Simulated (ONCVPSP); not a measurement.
**W: generating and testing an ONCV potential**

Aim: build the potential from the settings below, then test how well it stands in for the atom: other configurations, scattering, ghost states and the plane-wave cutoff that it needs.

Program: ONCVPSP 4.0.1. Reference atom: LDA (Perdew-Zunger), scalar-relativistic, spherical and spin-unpolarised. All values are calculated.

### Step 1. The design

Typed settings, in words:

```
element                 : tungsten (W, Z = 74)
type                    : optimised norm-conserving Vanderbilt (ONCV)
frozen core             : [Kr] 4d10 4f14
valence charge          : 14
reference configuration : 5s2 5p6 5d4 6s1 (charge +1)
partial waves           : 5s+6s: rc 1.40 bohr, ncon 4, nbas 7, qcut 8 1/bohr, 2 projectors; 5p: rc 1.40 bohr, ncon 4, nbas 8, qcut 4.8 1/bohr, 1 projector; 5d: rc 2.80 bohr, ncon 4, nbas 8, qcut 4.7 1/bohr, 2 projectors, debl 0.9 Ha
local potential         : polynomial inside 0.95 bohr (lpopt 1, dvloc0 -1 Ha)
core correction         : Teter function, fcfact 3, rcfact 1.3
```

The outer shells as boxes (Hund's rule for the drawing; the calculation is spin-unpolarised):

```
[Kr] core
4d [↑↓][↑↓][↑↓][↑↓][↑↓]
4f [↑↓][↑↓][↑↓][↑↓][↑↓][↑↓][↑↓]
5s [↑↓]
5p [↑↓][↑↓][↑↓]
5d [↑ ][↑ ][↑ ][↑ ][  ]
6s [↑ ]
```

The nodes and maxima of the atom's own shells, from an earlier all-electron run, set the scale for the radii.

All-electron outer shells of the reference configuration (LDA (Perdew-Zunger), scalar-relativistic, ld1.x):

| shell | level (eV) | outermost node (bohr) | outermost maximum (bohr) |
| --- | --- | --- | --- |
| 5s | -86.87 | 0.53 | 0.96 |
| 5p | -50.96 | 0.57 | 1.09 |
| 4f | -41.03 | – | 0.43 |
| 6s | -12.49 | 1.28 | 2.54 |
| 5d | -12.00 | 0.63 | 1.49 |
| 6p | -7.00 | 1.52 | 3.31 |

### Step 2. Generation

The input, W.dat:

```
# ATOM AND REFERENCE CONFIGURATION
# atsym  z   nc   nv     iexc    psfile
  W 74.00   10    4        3      upf
#
#   n    l    f
    1    0    2.00
    2    0    2.00
    2    1    6.00
    3    0    2.00
    3    1    6.00
    3    2   10.00
    4    0    2.00
    4    1    6.00
    4    2   10.00
    4    3   14.00
    5    0    2.00
    5    1    6.00
    5    2    4.00
    6    0    1.00
#
# PSEUDOPOTENTIAL AND OPTIMIZATION
# lmax
    2
#
#   l,   rc,      ep,       ncon, nbas, qcut
    0    1.40    0.00    4    7    8.00
    1    1.40    0.00    4    8    4.80
    2    2.80    0.00    4    8    4.70
#
# LOCAL POTENTIAL
# lloc, lpopt,  rc(5),   dvloc0
    4    1    0.95   -1.00
#
# VANDERBILT-KLEINMAN-BYLANDER PROJECTORs
# l, nproj, debl
    0    2    0.90
    1    1    2.20
    2    2    0.90
#
# MODEL CORE CHARGE
# icmod, fcfact, rcfact
    3    3.00    1.30
#
# LOG DERIVATIVE ANALYSIS
# epsh1, epsh2, depsh
   -5.00    5.00    0.04
#
# OUTPUT GRID
# rlmax, drl
    6.00    0.01
#
# TEST CONFIGURATIONS
# ncnf
    4
# nvcnf
#   n    l    f
    4
    5    0    2.00
    5    1    6.00
    5    2    4.00
    6    0    2.00
#
    4
    5    0    2.00
    5    1    6.00
    5    2    4.00
    6    0    0.00
#
    4
    5    0    2.00
    5    1    6.00
    5    2    3.00
    6    0    0.00
#
    5
    5    0    2.00
    5    1    6.00
    5    2    4.00
    6    0    0.00
    6    1    1.00
#
```

Command:

```bash
$ oncvpsp.x < W.dat > W.out
```

**Question.** What will these runs give? Wanted: cutoffs for 1 and 0.1 mHa per electron, occupied waves; bound ghosts; GHOST(+) flags; largest test error; largest phase difference near zero energy, channels read; rms error of d²Exc/dn², without and with the model core.

**Answer**, as computed:

| quantity | value |
| --- | --- |
| cutoffs for 1 and 0.1 mHa per electron, occupied waves | 86 Ha and 106 Ha |
| bound ghosts | none found |
| GHOST(+) flags | s at 59 eV, d at 228 eV |
| largest test error (AE − PS) | +170 meV, for 5s2 5p6 5d4 6s0 6p1 |
| largest phase difference near zero energy, channels read | 0.036 rad |
| rms error of d²Exc/dn², without and with the model core | 7.62 and 3.43 mHa |

What this shows: By total energies transferability is poor: the largest error is 170 meV on 5.6 eV, for 5s2 5p6 5d4 6s0 6p1. The potential is very hard: the looser tolerance needs 86 Ha. At the looser tolerance the 5p wave is the slowest; 5s needs 26 Ha. The program's ghost test flags no bound state. Of the channels read, p scatters worst near zero energy, by up to 0.04 rad. The program also flags highly localised states, GHOST(+) (s, d). Note that the frozen 4f shell (-41 eV) lies higher than the valence 5s shell (-87 eV). All of this concerns the isolated atom, not yet a solid.
